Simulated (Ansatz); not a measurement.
**TaV: how the settings move a single-point run**

Aim: see which settings change the result for TaV, by how much, and at what cost.

Method: reference: DFT, PBE, PAW with Ansatz's default frozen-core files, scalar-relativistic, in Ansatz 0.2.0.

**1. The system as given**

It takes space group Cmmm (No. 65, orthorhombic). The conventional cell has a = 3.159 Å, b = 4.537 Å, c = 4.268 Å, α = 90.00°, β = 90.00°, γ = 90.00°. Around Ta (site symmetry mmm) lie 4 V at 2.65 Å and 4 Ta at 2.76 Å. Around V (site symmetry mmm) lie 4 Ta at 2.65 Å and 4 V at 2.76 Å.

As a file:

```cif
data_structure
_symmetry_space_group_name_H-M 'P 1'
_symmetry_Int_Tables_number 1
_cell_length_a 2.7643
_cell_length_b 2.7643
_cell_length_c 4.2678
_cell_angle_alpha 90.000
_cell_angle_beta 90.000
_cell_angle_gamma 110.308
_cell_volume 30.58
loop_
_atom_site_label
_atom_site_type_symbol
_atom_site_fract_x
_atom_site_fract_y
_atom_site_fract_z
_atom_site_occupancy
Ta1 Ta 0.00000 0.00000 0.00000 1
V1 V 0.50000 0.50000 0.50000 1
```

**2. Reference**

Contents of input.yaml:

```yaml
crystal:
  lattice:
    - [1.5794625347, -2.2686526116, 0.0]
    - [1.5794625347, 2.2686526116, 0.0]
    - [0.0, 0.0, 4.2677643924]
  atoms:
    - { symbol: Ta, position: [0.0, 0.0, 0.0] }
    - { symbol: V, position: [0.5, 0.5, 0.5], spin: 2.0 }
magnetization:
  spin_polarized: true
kpoints:
  mp_grid: { grid: [12, 12, 8] }
scf:
  occupations: { method: fermi_dirac, width: 0.08 }
  lower_state_search: "off"
hamiltonian:
  xc: pbe
  pseudopotentials: { kind: paw }
output:
  forces: true
  stress: true
  eigenvalues: true
  populations: true
```

Run with:

```bash
> ansatz run input.yaml --threads 1 --pin off --max-ram 3072MiB --backend cpu --events-out ev --progress --plain --runs-dir out
```

**3. Variant: mp_grid.grid [8, 8, 5], dr2_threshold 1.0e-05, xc_grid 1**

input.yaml: that of step 2 with these lines changed.

```diff
@@ -11,3 +11,3 @@
 kpoints:
-  mp_grid: { grid: [12, 12, 8] }
+  mp_grid: { grid: [8, 8, 5] }
 scf:
@@ -15,2 +15,3 @@
   lower_state_search: "off"
+  convergence: { dr2_threshold: 1.0e-05 }
 hamiltonian:
@@ -23 +24,3 @@
   populations: true
+basis:
+  xc_grid: 1
```

What does the calculation give? Wanted: for each run, ending; energy change; pressure; gap; force.

As calculated:

```csv
run,ending,energy change,pressure (GPa),gap (eV),force (eV/Å),cycles,time
reference,converged,0,9.9,0.00,0.00,23,36 s
"1: mp_grid.grid [8, 8, 5], dr2_threshold 1.0e-05, xc_grid 1",converged,-5.4 meV/atom,9.6,0.00,0.00,25,13 s
```

Residual by cycle in the longest SCF loop of each run; runs are numbered as in the table. The quantity is the density residual dr2, in eV.

```csv
cycle,reference,run 1
1,0.879,0.888
3,0.558,0.521
5,9.3e-4,9.5e-4
8,1.2e-4,9.3e-5
10,7.1e-5,2.1e-5
12,0.0987,0.029
14,2.4e-5,1.2e-5
16,1.4e-6,2.1e-5
18,2.5e-7,4.8e-6
21,1.6e-7,3.0e-8
23,2.2e-12,1.0e-10
25,-,2.6e-12
```

What this shows: Changing the k-point mesh, convergence setting and numerical grids moves the energy by -5.4 meV/atom. Of the settings changed, the mesh is the one that moves energies this far. Cost: 25 SCF cycles against 23, 13 s against 36 s.
